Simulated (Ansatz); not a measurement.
# FH4N2Si: the cost of one run

All numbers are computed with Ansatz 0.2.0, driven from Python. Level of theory: r2SCAN/def2-SVP.

## (1) The structure

Bond lengths: N1–Si2 1.623 Å, Si2–N3 1.682 Å, Si2–F4 1.557 Å, N1–H5 1.048 Å, N1–H6 1.019 Å, N3–H7 1.065 Å, N3–H8 0.951 Å. Angles: N1–Si2–N3 92.0°, N1–Si2–F4 107.6°, N3–Si2–F4 103.5°, Si2–N1–H5 109.5°, Si2–N1–H6 110.3°, H5–N1–H6 104.8°, Si2–N3–H7 107.3°, Si2–N3–H8 108.3°, H7–N3–H8 104.6°.

The script reads fh4n2si.xyz:

```xyz
8

N    -0.46160    1.21550   -0.47390
Si    0.68420    0.09030   -0.71150
N     0.56640   -0.44960    0.87710
F     0.04570   -1.06550   -1.53670
H    -1.39900    0.81900   -0.72530
H    -0.53290    1.44310    0.51660
H     1.39010   -1.10180    1.05170
H    -0.20070   -1.00800    0.94630
```

## (2) Script

Contents of scan.py:

```python
"""Potential curve of FH4N2Si along one bond."""

import ansatz as az
import matplotlib.pyplot as plt
import numpy as np

fh4n2si = az.Crystal.molecule_from_extxyz("fh4n2si.xyz")

symbols = [site.symbol for site in fh4n2si.cartesian_sites]
start = np.array([site.position_ang for site in fh4n2si.cartesian_sites])
axis = (start[4] - start[0]) / np.linalg.norm(start[4] - start[0])
moving = [4]
lengths, energies = [0.923, 0.965, 1.006, 1.048, 1.09, 1.132, 1.174, 1.237], []
for length in lengths:
    xyz = start.copy()
    xyz[moving] += (length - np.linalg.norm(start[4] - start[0])) * axis
    point = az.Crystal.molecule()
    for symbol, place in zip(symbols, xyz):
        point = point.atom(symbol, place.tolist())
    setup = (
        point.calculation()
        .basis(gaussian="def2-SVP")
        .functional("r2scan")
        .spin("collinear", total=1)
        .accuracy("medium")
        .scf(lower_state_search="light")
    )
    report = setup.run().report
    energies.append(report["free_energy_ev"])
    print(f"r = {length:6.3f} A  E = {energies[-1]:.5f} eV  <S^2> = {abs(report['mean_field']['state']['spin_squared']):.3f}")

# quartic fit about the minimum
fit = np.polynomial.Polynomial.fit(lengths, np.array(energies) - min(energies), 4).convert()
roots = [r.real for r in fit.deriv().roots() if abs(r.imag) < 1e-9 and fit.deriv(2)(r.real) > 0]
r_e = min(roots, key=lambda r: abs(r - lengths[int(np.argmin(energies))]))
print(f"minimum of the fit at {r_e:.4f} A, force constant {fit.deriv(2)(r_e):.2f} eV/A^2")
plt.figure(figsize=(4.5, 3))
plt.plot(lengths, np.array(energies) - min(energies), "o-")
plt.xlabel("bond length (A)")
plt.ylabel("E - E(min) (eV)")
plt.tight_layout()
plt.savefig("scan.png", dpi=100)
```

## (3) Launch

The run is started by

```bash
python scan.py
```

Q: Estimate wall time and peak memory on 1 thread of Arm Neoverse V1, shared host.

About 58 s, with a peak of 0.28 GiB.
